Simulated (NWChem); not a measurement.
# One shape, several levels: KF (SMILES [F][K])

We compute a comparison of 6 runs (M06-2X/def2-TZVPP, B3LYP/def2-TZVPP, CAM-B3LYP/def2-TZVPP, wB97X/def2-TZVPP, MP2/def2-TZVPP, CCSD/def2-TZVPP) of KF. 

Program for the calculation: NWChem 7.3.0.

5 further runs of the same task are left out: 5 that didn't finish.

## Step 1: The system as given

KF: 2 atoms, total charge 0, spin state singlet. As SMILES, `[F][K]`. The F1–K2 distance was set to 3.939 Å, away from the relaxed value.

## Step 2: The energy at M06-2X/def2-TZVPP (run 1)

run.nw

```
start run
title "FK"
memory stack 880 mb heap 220 mb global 1100 mb
geometry noautosym nocenter noautoz
   F        2.436278      -0.894086       1.219769
   K       -0.916600       0.302200      -0.466300
end
basis spherical bse
   * library def2-TZVPP
end
dft
   xc m06-2x
   grid xfine
   convergence energy 1e-08
   maxiter 100
   mulliken
   print low
end
task dft energy
```

Started as:

```
$ nwchem run.nw > run.out
```

Standard output:

```text
[...]
 d= 0,ls=0.0,diis     1   -699.6148476456 -7.23D+02  6.74D-02  9.83D-01     1.5
[...]
 d= 0,ls=0.0,diis    13   -699.7248482826  2.62D-09  5.84D-07  1.88D-10    10.3
         Total DFT energy =     -699.724848282647
      One electron energy =    -1011.154219156145
           Coulomb energy =      332.426656700644
    Exchange-Corr. energy =      -43.969947219794
 Nuclear repulsion energy =       22.972661392649
[...]
      Total Density - Mulliken Population Analysis
     ---------------------------------------------
    Atom       Charge   Shell Charges
 -----------   ------   -------------------------------------------------------
    1 F    9     9.87   0.77  1.20  0.62  0.90  0.51  2.25  2.04  1.58  0.00  0.00  0.00
    2 K   19    18.13   2.00  2.00  1.18  0.81  0.07 -0.01  5.99  4.62  1.38  0.05  0.00  0.00  0.04
[...]
```

Wall time 11 s (1 thread of Intel Xeon Platinum 8488C (Sapphire Rapids), shared host); peak memory 0.12 GiB.

## Step 3: The energy at B3LYP/def2-TZVPP (run 2)

job.nw

```
start job
memory stack 880 mb heap 220 mb global 1100 mb
charge 0

geometry units bohr noautosym nocenter noautoz
  F    4.60389818  -1.68957767   2.30502935
  K   -1.73212297   0.57107523  -0.88117929
end

basis "ao basis" spherical bse
  * library def2-TZVPP
end

dft
  xc b3lyp
  grid xfine
  convergence energy 1e-08
  iterations 100
  mulliken
  print medium
end

task dft
```

Started as:

```
$ nwchem job.nw > job.out
```

Standard output:

```text
[...]
          Wavefunction type:  closed shell.
          No. of atoms     :     2
          No. of electrons :    28
[...]
          Charge           :     0
          Spin multiplicity:     1
[...]
          AO basis - number of functions:    64
[...]
              XC Information
              --------------
                         B3LYP Method XC Potential
                     Hartree-Fock (Exact) Exchange  0.200
                        Slater Exchange Functional  0.800 local
                    Becke 1988 Exchange Functional  0.720 non-local
              Lee-Yang-Parr Correlation Functional  0.810
                  VWN I RPA Correlation Functional  0.190 local
[...]
 d= 0,ls=0.0,diis     1   -699.6699858777 -7.23D+02  7.19D-02  1.06D+00     0.9
[...]
 d= 0,ls=0.0,diis    14   -699.7902782854 -4.32D-10  2.24D-07  1.95D-11     7.8
         Total DFT energy =     -699.790278285399
      One electron energy =    -1011.010738934963
           Coulomb energy =      332.240990567630
    Exchange-Corr. energy =      -43.993189657609
 Nuclear repulsion energy =       22.972659739542
[...]
      Total Density - Mulliken Population Analysis
     ---------------------------------------------
    Atom       Charge   Shell Charges
 -----------   ------   -------------------------------------------------------
    1 F    9     9.77   0.77  1.20  0.63  0.91  0.49  2.28  1.98  1.53  0.00  0.00  0.00
    2 K   19    18.23   2.00  2.00  1.20  0.79  0.19 -0.03  5.98  4.62  1.38  0.05  0.00  0.00  0.04
[...]
```

Wall time 8.4 s (1 thread of Intel Xeon Platinum 8488C (Sapphire Rapids), shared host); peak memory 0.12 GiB.

Run 3 isn't shown in full; the table further down has it.

## Step 4: A single-point energy at wB97X/def2-TZVPP (run 4)

run.py

```python
from ase import Atoms
from ase.calculators.nwchem import NWChem

system = Atoms('FK', positions=[
    [2.436278, -0.894086, 1.219769],
    [-0.916600, 0.302200, -0.466300],
])

calc = NWChem(
    label='test',
    theory='dft',
    memory='2200 mb',
    basis='def2-TZVPP',
    basispar='spherical bse',
    dft={'xc': 'wb97x', 'mult': '1', 'grid': 'xfine', 'convergence': 'energy 1e-08', 'iterations': '100', 'mulliken': None},
    task='energy',
)
system.calc = calc

print("Total energy (eV):", round(system.get_potential_energy(), 6))
print("dipole (e A):", system.get_dipole_moment().round(4))
```

Started as:

```
$ export ASE_NWCHEM_COMMAND="nwchem PREFIX.nwi > PREFIX.nwo"
$ python run.py
```

Standard output:

```text
Total energy (eV): -19041.265154
dipole (e A): [-3.0542  1.0897 -1.5359]
```

The calculator wrote test.nwi:

```
title "test"

permanent_dir test

scratch_dir test

start test

geometry units angstrom nocenter noautosym noautoz
  F  2.4362780000000002e+00 -8.9408600000000005e-01 1.2197690000000001e+00
  K  -9.1659999999999997e-01 3.0220000000000002e-01 -4.6629999999999999e-01
end

memory 2200 mb

basis spherical bse noprint
   * library def2-TZVPP
end

dft
  xc wb97x
  mult 1
  grid xfine
  convergence energy 1e-08
  iterations 100
  mulliken
end

task dft energy
```

test.nwo:

```text
Northwest Computational Chemistry Package (NWChem) 7.3.0
             --------------------------------------------------------

           Job information
           ---------------

    nwchem branch   = 7.3.0
    use scalapack   = T
    input           = test.nwi
    prefix          = test.
    data base       = test/test.db
    status          = startup
    nproc           =        1

           Memory information
           ------------------

    heap     =     72089598 doubles =      550.0 Mbytes
    stack    =     72089595 doubles =      550.0 Mbytes
    global   =    144179200 doubles =     1100.0 Mbytes (distinct from heap & stack)
    total    =    288358393 doubles =     2200.0 Mbytes
    verify   = yes
    hardfail = no

[... 61 lines left out ...]
  convergence criterion.
[... 19 lines left out ...]
          Convergence on density requested:  1.00D-05
[... 29 lines left out ...]
          Convergence Information
[... 58 lines left out ...]
   convergence    iter        energy       DeltaE   RMS-Dens  Diis-err    time
[... 28 lines left out ...]
           Coulomb energy =      332.452684960305
[... 7 lines left out ...]
                       DFT Final Molecular Orbital Analysis
[... 491 lines left out ...]
 center of mass
 --------------
 x =   0.34465206 y =  -0.16990517 z =   0.16317305

 moments of inertia (a.u.)
 ------------------
         194.920763588189         182.929431969699        -257.824336681795
         182.929431969699         642.356221723245          91.990118468885
        -257.824336681795          91.990118468885         577.971623455299

     Multipole analysis of the density
     ---------------------------------

     L   x y z        total         alpha         beta         nuclear
     -   - - -        -----         -----         ----         -------
     0   0 0 0     -0.000000    -14.000000    -14.000000     28.000000

     1   1 0 0     -5.771560     -7.148153     -7.148153      8.524747
[... 8 lines of this table left out ...]
     2   0 0 2    -15.743887    -39.157691    -39.157691     62.571495

 Task  times  cpu:       44.6s     wall:       44.6s
 Total times  cpu:       44.6s     wall:       44.6s
```

It took 46 s on 1 thread of Intel Xeon Platinum 8488C (Sapphire Rapids), shared host; peak memory 0.11 GiB.

Run 5 isn't shown in full; the table further down has it.

## Step 5: A single-point energy at CCSD/def2-TZVPP (run 6)

nw.nw

```
start nw
title "FK"
memory 2200 mb

geometry units angstroms noautosym nocenter noautoz
 F     2.436278   -0.894086    1.219769
 K    -0.916600    0.302200   -0.466300
end

basis spherical bse
 * library def2-TZVPP
end

scf
 singlet
 rhf
 thresh 1e-08
 maxiter 80
end

ccsd
 freeze core 6
 maxiter 60
end

task ccsd energy
```

Started as:

```
$ nwchem nw.nw > nw.out
```

Standard output:

```text
[...]
  functions       =    64
[...]
  wavefunction    = RHF
[...]
         Total SCF energy =   -698.591052115284
      One-electron energy =  -1011.246770578276
      Two-electron energy =    289.683057070343
 Nuclear repulsion energy =     22.972661392649
        Time for solution =      4.8s
[...]
 Total MP2 energy:           -699.019555674947014
[...]
             energy      energy      error      ampl     ampl      Block
                                                time     time      time
[...]
 Total CCSD energy:           -699.028077967016770
[...]
```

It took 33 s on 1 thread of Intel Xeon Platinum 8488C (Sapphire Rapids), shared host; peak memory 0.13 GiB.

## Step 6: All runs side by side

```tsv
run	level	integration grid	iteration cap	energy (Eh)	wall time
1	M06-2X/def2-TZVPP	xfine	100	-699.724848	11 s
2	B3LYP/def2-TZVPP	xfine	100	-699.790278	8.4 s
3	CAM-B3LYP/def2-TZVPP	xfine	100	-699.772705	13 s
4	wB97X/def2-TZVPP	xfine	100	-699.753593	46 s
5	MP2/def2-TZVPP	–	80	-699.019556	6.3 s
6	CCSD/def2-TZVPP	–	80	-699.028078	33 s
```

## Step 7: Summary of results

| quantity | value |
| --- | --- |
| run 6: total energy | -699.02808 Eh |
| run 6: HOMO energy (Hartree–Fock orbitals) | -8.17 eV |
| run 6: LUMO energy (Hartree–Fock orbitals) | -0.95 eV |
| run 6: HOMO–LUMO gap (Hartree–Fock orbitals) | 7.22 eV |
| run 6: correlation energy (6 core orbitals frozen) | -437.0 mEh |

What this shows: Over runs 2, 3, 4 the dipole moment (its size) runs from 15.81 D (B3LYP/def2-TZVPP) to 17.23 D (wB97X/def2-TZVPP). Over runs 2, 3, 4 the HOMO–LUMO gap runs from 1.31 eV (B3LYP/def2-TZVPP) to 5.50 eV (wB97X/def2-TZVPP). Totals of different functionals can't be ranked against each other. All runs together took 2 min, the longest 46 s.
